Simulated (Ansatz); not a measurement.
**CH8BN: a reaction path by the nudged elastic band**

What path joins these two structures, and how high does it climb? Both ends were relaxed at PBE0-D4 in triple zeta.

Program: Ansatz 0.2.0, Gaussian basis. Level of theory: PBE0-D4/def2-SVP. These are calculated values, not measurements.

22 further runs of the same task are left out: 22 set aside as unsound or not needed.

### Step 1. Where the work starts

The first end: 11 atoms, charge 0, spin multiplicity 1.

Atoms are counted from 1 here; the program's logs count them from 0.

Bond lengths: B1–N2 1.383 Å, B1–H4 1.198 Å, B1–H5 1.197 Å, N2–C3 1.444 Å, N2–H8 1.009 Å, C3–H9 1.090 Å, C3–H10 1.095 Å, C3–H11 1.094 Å, H6–H7 0.747 Å. Angles: N2–B1–H4 118.9°, N2–B1–H5 118.8°, H4–B1–H5 122.3°, B1–N2–C3 127.0°, B1–N2–H8 119.1°, C3–N2–H8 113.9°, N2–C3–H9 109.0°, N2–C3–H10 111.5°, N2–C3–H11 111.5°, H9–C3–H10 108.3°, H9–C3–H11 108.4°, H10–C3–H11 108.1°.

As a file:

```xyz
11
charge 0, multiplicity 1
B    -1.4658    0.4482    0.3599
N    -0.3058   -0.2744    0.5745
C     0.3456   -1.1682   -0.3545
H    -2.0194    0.3545   -0.6989
H    -1.8801    1.1473    1.2389
H     1.4818    1.8148   -0.2733
H     2.1420    2.0929   -0.4859
H     0.1613   -0.2003    1.4653
H    -0.2252   -1.1924   -1.2826
H     1.3626   -0.8356   -0.5849
H     0.4027   -2.1867    0.0415
```

The second end:

```
B    -0.7095    1.1447    0.0027
N     0.2827   -0.0254    0.5414
C     0.4902   -1.1198   -0.4160
H    -1.7692    0.5941   -0.2171
H    -0.7715    1.9586    0.9012
H     1.1740    0.3993    0.7794
H    -0.1814    1.5798   -1.0004
H    -0.1004   -0.3920    1.4077
H     0.9032   -0.6979   -1.3306
H     1.1608   -1.8848   -0.0195
H    -0.4794   -1.5566   -0.6488
```

### Step 2. The band at PBE0-D4/def2-SVP

neb/in.yaml reads:

```yaml
crystal:
  periodic: [false, false, false]
  atoms:
    - {symbol: B, position_ang: [-1.465821, 0.448177, 0.359875]}
    - {symbol: N, position_ang: [-0.305810, -0.274418, 0.574497]}
    - {symbol: C, position_ang: [0.345611, -1.168194, -0.354526]}
    - {symbol: H, position_ang: [-2.019424, 0.354471, -0.698878]}
    - {symbol: H, position_ang: [-1.880063, 1.147324, 1.238938]}
    - {symbol: H, position_ang: [1.481795, 1.814781, -0.273318]}
    - {symbol: H, position_ang: [2.141954, 2.092852, -0.485916]}
    - {symbol: H, position_ang: [0.161331, -0.200295, 1.465290]}
    - {symbol: H, position_ang: [-0.225173, -1.192415, -1.282575]}
    - {symbol: H, position_ang: [1.362628, -0.835608, -0.584921]}
    - {symbol: H, position_ang: [0.402670, -2.186674, 0.041535]}
basis:
  gaussian: {orbitals: def2-SVP}
hamiltonian: {xc: pbe0, dispersion: d4}
neb:
  images: 5
  climbing: true
  max_iterations: 40
  initial_path: idpp
  final_atoms:
    - {symbol: B, position_ang: [-0.709519, 1.144738, 0.002686]}
    - {symbol: N, position_ang: [0.282702, -0.025412, 0.541429]}
    - {symbol: C, position_ang: [0.490217, -1.119848, -0.416040]}
    - {symbol: H, position_ang: [-1.769150, 0.594069, -0.217112]}
    - {symbol: H, position_ang: [-0.771498, 1.958600, 0.901208]}
    - {symbol: H, position_ang: [1.174044, 0.399310, 0.779430]}
    - {symbol: H, position_ang: [-0.181399, 1.579768, -1.000410]}
    - {symbol: H, position_ang: [-0.100354, -0.391958, 1.407708]}
    - {symbol: H, position_ang: [0.903238, -0.697868, -1.330607]}
    - {symbol: H, position_ang: [1.160834, -1.884830, -0.019507]}
    - {symbol: H, position_ang: [-0.479417, -1.556569, -0.648785]}
```

Launch:

```sh
$ ansatz run in.yaml --threads 2 --pin off --events-out ev --progress --plain --max-ram 4352MiB
```

The program printed, shortened:

```text
Functional definition: PBE0
  name "PBE0"
  cite "Adamo & Barone, J. Chem. Phys. 110, 6158 (1999) doi:10.1063/1.478522"
  cite "Perdew, Burke & Ernzerhof, Phys. Rev. Lett. 77, 3865 (1996) doi:10.1103/PhysRevLett.77.3865"
  parent pbe
[...]
925 factors; integrals over basis functions are off by at most 3.5e-4 eV
[...]
mean field -3326.94476871 eV, -122.2629651660 hartree, gradient 6.0e-5 eV, S^2 0.000000; 0 other end points of the search recorded, 0 dependent functions left out
[...]
reference -3326.94479635 eV, -122.2629661815 hartree; 13, 13 occupied and 69, 69 virtual orbitals, 925 factors
[... from here to the last solve, the lines of the solves are left out (145 solves) ...]
WARN: NEB end point (image 0): max|allowed force component| = 4.675e-1 eV/Å (the criterion of neb.relax_end_points is 1.000e-2). That is over neb.f_tol: it is no minimum, so the barrier can be far off. Relax it first
WARN: NEB end point (image 6): max|allowed force component| = 3.515e-1 eV/Å (the criterion of neb.relax_end_points is 1.000e-2). That is over neb.f_tol: it is no minimum, so the barrier can be far off. Relax it first
NEB iter   1: max|band force component| = 4.055e0 eV/Å  barrier→ = 5.2342 eV  barrier← = 5.4524 eV  Δτ_max = 0.2000 Å  (165 SCF iters)
[...]
NEB iter   5: max|band force component| = 2.282e0 eV/Å  barrier→ = 1.3613 eV  barrier← = 1.5796 eV  Δτ_max = 0.2000 Å  (124 SCF iters)
[...]
NEB iter   9: max|band force component| = 1.534e0 eV/Å  barrier→ = 1.2799 eV  barrier← = 1.4982 eV  CI = image 4  Δτ_max = 0.2000 Å  (118 SCF iters)
[...]
NEB iter  13: max|band force component| = 1.670e-1 eV/Å  barrier→ = 1.4434 eV  barrier← = 1.6617 eV  CI = image 4  Δτ_max = 0.0523 Å  (108 SCF iters)
[...]
NEB iter  17: max|band force component| = 1.126e-1 eV/Å  barrier→ = 1.4353 eV  barrier← = 1.6535 eV  CI = image 4  Δτ_max = 0.0441 Å  (112 SCF iters)
NEB iter  18: max|band force component| = 9.234e-2 eV/Å  barrier→ = 1.4351 eV  barrier← = 1.6534 eV  CI = image 4  Δτ_max = 0.0270 Å  (113 SCF iters)
[...]
NEB iter  19: max|band force component| = 3.607e-2 eV/Å  barrier→ = 1.4351 eV  barrier← = 1.6533 eV  CI = image 4  CI's point: of a kind that is not told: the force calls were inconclusive, a negative curvature could not be distinguished from the path's own, the only one lies far off the [...]
Total energy: -3325.61846015 eV, -122.2142242253 hartree
Atom 0 at    -0.946551     0.789925     0.143257 Å, force     0.010735     0.002906    -0.007034 eV/Å
Atom 1 at     0.351266    -0.002741     0.485347 Å, force    -0.002397    -0.000789     0.004009 eV/Å
Atom 2 at     0.726471    -1.148897    -0.305655 Å, force     0.000228     0.003841     0.002575 eV/Å
Atom 3 at    -1.585591     0.365177    -0.795052 Å, force    -0.001903    -0.000648     0.000839 eV/Å
Atom 4 at    -1.531287     1.247571     1.100091 Å, force    -0.000675     0.001355     0.002003 eV/Å
Atom 5 at     0.316068     1.304881    -0.081449 Å, force    -0.004190     0.002352    -0.001876 eV/Å
Atom 6 at    -0.362897     1.929162    -0.408523 Å, force    -0.000785    -0.006413     0.002321 eV/Å
Atom 7 at     0.528171    -0.106093     1.477605 Å, force    -0.000813    -0.001783     0.000025 eV/Å
Atom 8 at     0.744934    -0.878370    -1.372841 Å, force    -0.000323     0.000647    -0.001314 eV/Å
Atom 9 at     1.735811    -1.502818    -0.041282 Å, force    -0.000011    -0.000858    -0.001257 eV/Å
Atom 10 at     0.023302    -1.997795    -0.201496 Å, force     0.000135    -0.000610    -0.000290 eV/Å
Dipole moment:     0.394023    -0.146026     0.080039 e Å
```

It took 3.8 min on 2 threads of Intel Xeon Platinum 8259CL at 2.50GHz, shared host.

The last band:

| image | path (Å) | energy (kJ/mol) | B1–H7 (Å) | N2–H6 (Å) | B1–N2 (Å) | H6–H7 (Å) |
| --- | --- | --- | --- | --- | --- | --- |
| 0 | 0.00 | 0.0 | 4.05 | 2.88 | 1.38 | 0.75 |
| 1 | 1.06 | -0.2 | 3.65 | 2.92 | 1.39 | 0.76 |
| 2 | 2.12 | 3.3 | 3.10 | 2.88 | 1.39 | 0.76 |
| 3 | 3.18 | 24.5 | 2.35 | 2.36 | 1.39 | 0.76 |
| 4 | 4.24 | 138.5 | 1.39 | 1.43 | 1.56 | 0.98 |
| 5 | 5.43 | -12.7 | 1.23 | 1.02 | 1.64 | 2.23 |
| 6 | 6.61 | -21.1 | 1.21 | 1.02 | 1.63 | 2.53 |

The highest image, 4:

```xyz
11
CH8BN
B    -0.9466    0.7899    0.1433
N     0.3513   -0.0027    0.4853
C     0.7265   -1.1489   -0.3057
H    -1.5856    0.3652   -0.7951
H    -1.5313    1.2476    1.1001
H     0.3161    1.3049   -0.0814
H    -0.3629    1.9292   -0.4085
H     0.5282   -0.1061    1.4776
H     0.7449   -0.8784   -1.3728
H     1.7358   -1.5028   -0.0413
H     0.0233   -1.9978   -0.2015
```

### Step 3. Results

| quantity | value |
| --- | --- |
| PBE0-D4/def2-SVP, 19 iterations | highest 138.5 kJ/mol (image 4), last end -21.1 kJ/mol |
| from earlier runs: barrier over the separately found saddle, CCSD(T)/def2-TZVPP | 172.1 kJ/mol |

The highest image lies 138.5 kJ/mol above the first end, and it climbed, so it estimates the saddle. The ends are not quite minima at this level (largest force component 0.47 eV/Å), so the heights are unreliable: relaxing the first end would lower it and raise the barrier above it. The highest image is 33.6 kJ/mol below the CCSD(T) barrier in triple zeta, which comes from separate runs on the saddle.
